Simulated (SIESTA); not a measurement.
# Ta4NiO11 (P2/m) in SIESTA: reference runs, part 2 of 2

SIESTA 5.4.2. The steps go on from the part before.

### 3 Single point, PBE, collinear spin, ferromagnetic start (atoms moved at random, drawn with an rms of 0.05 Å)

Contents of Ta4NiO11.fdf:

```
SystemName                      Ta4NiO11
SystemLabel                     Ta4NiO11
NumberOfSpecies                 3
NumberOfAtoms                   16
%block ChemicalSpeciesLabel
  1  73 Ta
  2  28 Ni
  3   8 O
%endblock ChemicalSpeciesLabel

LatticeConstant                 1.0 Ang
%block LatticeVectors
     4.7708900000     0.0000000000     0.0051300000
     0.0000000000     5.8245400000     0.0000000000
    -1.9862800000     0.0000000000     7.2505100000
%endblock LatticeVectors
AtomicCoordinatesFormat         Fractional
%block AtomicCoordinatesAndAtomicSpecies
     0.6048370000     0.5061120000     0.7617430000  1  Ta
     0.3854850000     0.4964360000     0.2389760000  1  Ta
     0.1601180000    -0.0014230000     0.8016050000  1  Ta
     0.8330530000    -0.0039530000     0.2037120000  1  Ta
     0.4995090000     0.0035080000     0.4982950000  2  Ni
     0.3398650000     0.7970320000     0.6506050000  3  O
     0.6683750000     0.8037510000     0.3438390000  3  O
     0.8978820000     0.2525620000     0.8046910000  3  O
     0.0972540000     0.2617190000     0.1951680000  3  O
     0.6759640000     0.2031230000     0.3573550000  3  O
     0.3347880000     0.2025010000     0.6521420000  3  O
     0.1099730000     0.7450660000     0.1959560000  3  O
     0.8926180000     0.7483970000     0.8036600000  3  O
     0.4985460000     0.4952740000    -0.0039670000  3  O
     0.4999840000     0.0054960000     0.0015270000  3  O
     0.4988030000     0.5008690000     0.5089680000  3  O
%endblock AtomicCoordinatesAndAtomicSpecies

%block kgrid.MonkhorstPack
    6   0   0  0.0
    0   5   0  0.0
    0   0   4  0.0
%endblock kgrid.MonkhorstPack
XC.Functional                   GGA
XC.Authors                      PBE
PAO.BasisSize                   DZP
PAO.EnergyShift                 0.003 Ry
Mesh.Cutoff                     800 Ry
Spin                            polarized
%block DM.InitSpin
    1   0.000
    2   0.000
    3   0.000
    4   0.000
    5   1.000
    6   0.000
    7   0.000
    8   0.000
    9   0.000
   10   0.000
   11   0.000
   12   0.000
   13   0.000
   14   0.000
   15   0.000
   16   0.000
%endblock DM.InitSpin
OccupationFunction              FD
ElectronicTemperature           0.05 eV
MaxSCFIterations                200
SCF.MustConverge                false
SCF.Mixer.Method                Pulay
SCF.Mixer.Weight                0.1
SCF.Mixer.History               10
SCF.DM.Tolerance                5.0e-05
SCF.H.Tolerance                 1.0e-03 eV
WriteForces                     true
Charge.Mulliken                 end
%block PAO.Basis
  Ta 5
  n=5 0 2
    3.138 0.000
  n=6 0 2
    7.733 0.000
  n=5 1 2
    3.782 0.000
  n=6 1 1
    7.733
  n=5 2 2
    7.181 0.000
  Ni 5
  n=3 0 2
    2.432 0.000
  n=4 0 2
    7.095 0.000
  n=3 1 2
    2.716 0.000
  n=4 1 1
    7.095
  n=3 2 2
    4.466 0.000
%endblock PAO.Basis
Diag.ParallelOverK              true
```

Potentials or basis: PseudoDojo 0.4 standard (PBE files), DZP (energy shift 0.003 Ry; two zetas on semicore shells).

Command:

```
mpirun -n 4 siesta Ta4NiO11.fdf > Ta4NiO11.out 2>&1
```

Ta4NiO11.out:

```text
Version         : 5.4.2

[... 6 lines left out ...]
 NOTE: Please see the manual for full details and compatibility measures.

reinit: Reading from file Ta4NiO11.fdf

reinit: -----------------------------------------------------------------------
reinit: System Name: Ta4NiO11
reinit: -----------------------------------------------------------------------
reinit: System Label: Ta4NiO11
reinit: -----------------------------------------------------------------------

NOTE on units for spin output:
{S} is the spin magnetic moment, in units of the Bohr magneton,
assuming a g-factor for the electron spin of exactly 2.
The spin magnetic moment is then numerically equal to the charge inbalance,
in units of electrons, between the spin-up and -down channels.

initatom: Reading input for the pseudopotentials and atomic orbitals ----------
Species number:   1 Atomic number:   73 Label: Ta
Species number:   2 Atomic number:   28 Label: Ni
Species number:   3 Atomic number:    8 Label: O

Ground state valence configuration (from tables):   6s02  6p00  5d03  5f00
Ground state valence configuration (from tables):   4s02  4p00  3d08  4f00
Ground state valence configuration (from tables):   2s02  2p04  3d00  4f00

---- Processing specs for species: Ta
Reading pseudopotential information in PSML from:
  Ta.psml
PSML file version: 1.1
Using libxc ids:  101 130
GGA--PBE XC_GGA_X_PBE--XC_GGA_C_PBE pb
Semicore shell(s) with  8 electrons included in the valence for Ta

---- Processing specs for species: Ni
Reading pseudopotential information in PSML from:
  Ni.psml
PSML file version: 1.1
Using libxc ids:  101 130
GGA--PBE XC_GGA_X_PBE--XC_GGA_C_PBE pb
Semicore shell(s) with  8 electrons included in the valence for Ni

---- Processing specs for species: O
Reading pseudopotential information in PSML from:
  O.psml
PSML file version: 1.1
Using libxc ids:  101 130
GGA--PBE XC_GGA_X_PBE--XC_GGA_C_PBE pb

---- Pseudopotential check for Ta

Pseudized shells:
5s( 2.00) rc: 1.70
5p( 6.00) rc: 1.70
5d( 3.00) rc: 1.70
5f( 0.00) rc: 2.25
Valence configuration for ps generation: 5s:5p:5d:6s: Total charge:  13.000000
Semicore shell(s): 5s 5p

---- Pseudopotential check for Ni

Pseudized shells:
3s( 2.00) rc: 1.25
3p( 6.00) rc: 1.35
3d( 8.00) rc: 1.65
Valence configuration for ps generation: 3s:3p:3d:4s: Total charge:  18.000000
Semicore shell(s): 3s 3p

---- Pseudopotential check for O

Pseudized shells:
2s( 2.00) rc: 1.35
2p( 4.00) rc: 1.45
3d( 0.00) rc: 1.25
Valence configuration for ps generation: 2s:2p: Total charge:   6.000000
For Ta, standard SIESTA heuristics set lmxkb to 3
 (one more than the basis l, including polarization orbitals).
Use PS.lmax or PS.KBprojectors blocks to override.
For Ni, standard SIESTA heuristics set lmxkb to 3
 (one more than the basis l, including polarization orbitals).
Use PS.lmax or PS.KBprojectors blocks to override.
For O, standard SIESTA heuristics set lmxkb to 3
 (one more than the basis l, including polarization orbitals).
Use PS.lmax or PS.KBprojectors blocks to override.
Ni pseudopotential only contains V_ls up to l=2 -- lmxkb reset.
O pseudopotential only contains V_ls up to l=2 -- lmxkb reset.

<basis_specs>
===============================================================================
Ta                   Z=  73    Mass=  180.95        Charge= 0.17977+309
Lmxo=2 Lmxkb= 3    BasisType=split      Semic=T
L=0  Nsemic=1  Cnfigmx=6
          i=1  nzeta=2  polorb=0  (5s)  (semicore shell)
            splnorm:   0.15000
               vcte:    40.000
               rinn:  -0.90000
[... 933 lines left out ...]

Basis Enthalpy Calculation:
    Basis Pressure for species 1(Ta) :      0.2000000 GPa
    Basis Pressure for species 2(Ni) :      0.2000000 GPa
    Basis Pressure for species 3(O) :      0.2000000 GPa

    Orbital volume contribution        =           8.959472 eV
    (Free)E + p_basis*V_orbitals       =      -16599.217623 eV
    (Free)Eharris+ p_basis*V_orbitals  =      -16599.217623 eV

mulliken: Atomic and Orbital Populations:

mulliken: Spin UP

Species: Ta
Atom  Qatom  Qorb
               5s      5s      6s      6s      5py     5pz     5px     5py
               5pz     5px     6py     6pz     6px     5dxy    5dyz    5dz2
               5dxz    5dx2-y2 5dxy    5dyz    5dz2    5dxz    5dx2-y2
   1  5.560   0.964   0.028   0.198  -0.050   0.955   0.958   0.957   0.046
              0.047   0.047   0.066   0.070   0.061   0.137   0.095   0.170
[... 9 lines left out ...]
              0.135   0.107   0.119   0.144   0.113   0.127   0.117
   4  5.638   0.965   0.027   0.229  -0.070   0.961   0.962   0.961   0.044
              0.039   0.041   0.066   0.083   0.067   0.166   0.107   0.114

              0.145   0.102   0.116   0.154   0.119   0.124   0.116

Species: Ni
Atom  Qatom  Qorb
               3s      3s      4s      4s      3py     3pz     3px     3py
               3pz     3px     4py     4pz     4px     3dxy    3dyz    3dz2
               3dxz    3dx2-y2 3dxy    3dyz    3dz2    3dxz    3dx2-y2
   5  8.699   0.978   0.014   0.390  -0.160   0.989   0.991   0.993   0.012
              0.011   0.010   0.075   0.073   0.076   0.766   0.744   1.043

              0.988   1.022  -0.056  -0.059  -0.071  -0.075  -0.058

Species: O
Atom  Qatom  Qorb
               2s      2s      2py     2pz     2px     2py     2pz     2px
               3Pdxy   3Pdyz   3Pdz2   3Pdxz   3Pdx2-y2
   6  3.381   0.994  -0.063   0.922   0.949   0.921  -0.126  -0.118  -0.115
              0.003   0.005   0.004   0.002   0.004
   7  3.360   0.982  -0.054   0.894   0.913   0.884  -0.101  -0.090  -0.086
              0.004   0.005   0.004   0.002   0.004
   8  3.354   0.987  -0.056   0.821   0.940   0.850  -0.035  -0.109  -0.053
              0.002   0.002   0.002   0.002   0.002
   9  3.347   0.986  -0.056   0.810   0.927   0.836  -0.026  -0.100  -0.040
              0.002   0.002   0.002   0.002   0.002
  10  3.374   0.991  -0.059   0.916   0.937   0.907  -0.121  -0.107  -0.108
              0.004   0.005   0.004   0.003   0.004
  11  3.369   0.991  -0.059   0.919   0.935   0.905  -0.124  -0.108  -0.107
              0.004   0.005   0.003   0.002   0.004
  12  3.352   0.987  -0.057   0.809   0.935   0.845  -0.024  -0.106  -0.046
              0.002   0.002   0.002   0.002   0.002
  13  3.353   0.988  -0.058   0.799   0.947   0.830  -0.015  -0.112  -0.035
              0.002   0.002   0.002   0.002   0.002
  14  3.384   0.972  -0.048   0.945   0.804   0.957  -0.112  -0.035  -0.108
              0.001   0.002   0.002   0.002   0.001
  15  3.334   0.975  -0.051   0.951   0.710   0.800  -0.106   0.056  -0.013
              0.002   0.002   0.002   0.003   0.002
  16  3.300   0.971  -0.052   0.960   0.586   0.935  -0.134   0.128  -0.109
              0.003   0.004   0.004   0.003   0.002

mulliken: Qtot =       68.000

mulliken: Spin DOWN

Species: Ta
Atom  Qatom  Qorb
               5s      5s      6s      6s      5py     5pz     5px     5py
               5pz     5px     6py     6pz     6px     5dxy    5dyz    5dz2
               5dxz    5dx2-y2 5dxy    5dyz    5dz2    5dxz    5dx2-y2
   1  5.560   0.964   0.028   0.198  -0.050   0.955   0.958   0.957   0.046
              0.047   0.047   0.066   0.070   0.061   0.137   0.095   0.170
[... 9 lines left out ...]
              0.135   0.107   0.119   0.144   0.113   0.127   0.117
   4  5.638   0.965   0.027   0.229  -0.070   0.961   0.962   0.961   0.044
              0.039   0.041   0.066   0.083   0.067   0.166   0.107   0.114

              0.145   0.102   0.116   0.154   0.119   0.124   0.116

Species: Ni
Atom  Qatom  Qorb
               3s      3s      4s      4s      3py     3pz     3px     3py
               3pz     3px     4py     4pz     4px     3dxy    3dyz    3dz2
               3dxz    3dx2-y2 3dxy    3dyz    3dz2    3dxz    3dx2-y2
   5  8.699   0.978   0.014   0.390  -0.160   0.989   0.991   0.993   0.012
              0.011   0.010   0.075   0.073   0.076   0.766   0.745   1.043

              0.988   1.022  -0.056  -0.059  -0.071  -0.075  -0.058

Species: O
Atom  Qatom  Qorb
               2s      2s      2py     2pz     2px     2py     2pz     2px
               3Pdxy   3Pdyz   3Pdz2   3Pdxz   3Pdx2-y2
   6  3.381   0.994  -0.063   0.922   0.949   0.921  -0.126  -0.118  -0.115
              0.003   0.005   0.004   0.002   0.004
   7  3.360   0.982  -0.054   0.894   0.913   0.884  -0.101  -0.090  -0.086
              0.004   0.005   0.004   0.002   0.004
   8  3.354   0.987  -0.056   0.821   0.940   0.850  -0.035  -0.109  -0.053
              0.002   0.002   0.002   0.002   0.002
   9  3.347   0.986  -0.056   0.810   0.927   0.836  -0.026  -0.100  -0.040
              0.002   0.002   0.002   0.002   0.002
  10  3.374   0.991  -0.059   0.916   0.937   0.907  -0.121  -0.107  -0.107
              0.004   0.005   0.004   0.003   0.004
  11  3.369   0.991  -0.059   0.919   0.935   0.905  -0.124  -0.108  -0.107
              0.004   0.005   0.003   0.002   0.004
  12  3.352   0.987  -0.057   0.809   0.935   0.845  -0.024  -0.106  -0.046
              0.002   0.002   0.002   0.002   0.002
  13  3.353   0.988  -0.058   0.799   0.947   0.830  -0.015  -0.112  -0.035
              0.002   0.002   0.002   0.002   0.002
  14  3.384   0.972  -0.048   0.945   0.804   0.957  -0.112  -0.035  -0.108
              0.001   0.002   0.002   0.002   0.001
  15  3.334   0.975  -0.051   0.951   0.710   0.800  -0.106   0.056  -0.013
              0.002   0.002   0.002   0.003   0.002
  16  3.300   0.971  -0.052   0.960   0.586   0.935  -0.134   0.128  -0.109
              0.003   0.004   0.004   0.003   0.002

mulliken: Qtot =       68.000

Mulliken Atomic Populations:
Atom #   charge [q] valence [e]      Sz [e]  Species
     1     1.880369   11.119631    0.000030  Ta
     2     1.866505   11.133495    0.000018  Ta
     3     1.745684   11.254316    0.000059  Ta
     4     1.724420   11.275580    0.000037  Ta
     5     0.602445   17.397555    0.000049  Ni
     6    -0.762254    6.762254   -0.000035  O
     7    -0.719365    6.719365   -0.000018  O
     8    -0.708770    6.708770   -0.000014  O
     9    -0.694561    6.694561   -0.000002  O
    10    -0.748509    6.748509   -0.000018  O
    11    -0.737795    6.737795   -0.000060  O
    12    -0.704436    6.704436   -0.000008  O
    13    -0.706104    6.706104   -0.000006  O
    14    -0.768798    6.768798   -0.000007  O
    15    -0.668157    6.668157   -0.000007  O
    16    -0.600673    6.600673   -0.000018  O
 Total    -0.000000                0.000000

Job completed
```

Run time: 7.7 min. Hardware: 4 MPI ranks of AMD EPYC, shared host; peak memory 0.43 GiB.

What came out:

```yaml
Free_energy: -16608.1771 eV
Pressure: 3.8 GPa
Largest_force: 3.053 eV/Å
Band_gap_on_the_k_mesh: 0.56 eV, indirect (least direct gap 0.63 eV)
Net_moment: 0.00 μB per cell
```

Forces in eV/Å, atoms in the order of the input:
```
Ta   0.685 -0.792  0.344
Ta   0.168 -0.240  0.649
Ta   0.653  0.659 -0.444
Ta   0.767  1.065 -0.989
Ni  -0.201 -0.205  0.523
O   -0.857  0.761  0.189
O   -1.021 -1.447  1.302
O   -0.060  0.356  0.297
O    0.218  0.140 -0.075
O    0.065  0.466 -0.199
O   -0.371 -0.486 -0.106
O   -0.018 -0.049 -0.243
O    0.288 -0.278  0.423
O   -0.770  0.194  1.214
O   -0.017 -0.150  0.135
O    0.469  0.004 -3.017
```

Stress tensor (GPa, compression positive):
```
 3.84  1.68 -1.07
 1.68  4.00 -0.13
-1.07 -0.13  3.56
```

Levels at points of the mesh, in eV from the valence-band top:
Spin up:
| k point | band 66 | band 67 | band 68 | band 69 | band 70 | band 71 |
| --- | --- | --- | --- | --- | --- | --- |
| (0.00, 0.00, 0.00) | -0.35 | -0.17 | -0.14 | 0.71 | 0.96 | 1.42 |
| (0.50, 0.00, 0.00) | -0.34 | -0.31 | -0.13 | 0.86 | 1.21 | 1.55 |
| (0.00, 0.00, 0.50) | -0.25 | -0.15 | -0.05 | 0.88 | 1.06 | 1.44 |
| (0.50, 0.00, 0.50) | -0.22 | -0.17 | -0.13 | 0.95 | 1.60 | 1.75 |
Spin down:
```
           k point  band 65  band 66  band 67  band 68  band 69  band 70  band 71  band 72
(0.00, 0.00, 0.00)    -0.94    -0.35    -0.17    -0.14     0.71     0.96     1.42     1.60
(0.50, 0.00, 0.00)    -0.98    -0.34    -0.31    -0.13     0.86     1.21     1.55     1.73
(0.00, 0.00, 0.50)    -0.91    -0.25    -0.15    -0.05     0.88     1.06     1.44     1.74
(0.50, 0.00, 0.50)    -0.97    -0.22    -0.17    -0.13     0.95     1.60     1.75     1.95
```

Caveat: short orbitals over semicore shells can move pressures by several GPa; spin-orbit coupling is left out, which moves the levels of the heavy elements; an odd mesh through Γ misses points on the zone boundary, where band edges often lie; the basis of atomic orbitals isn't converged, which shifts pressures, moduli and gaps.
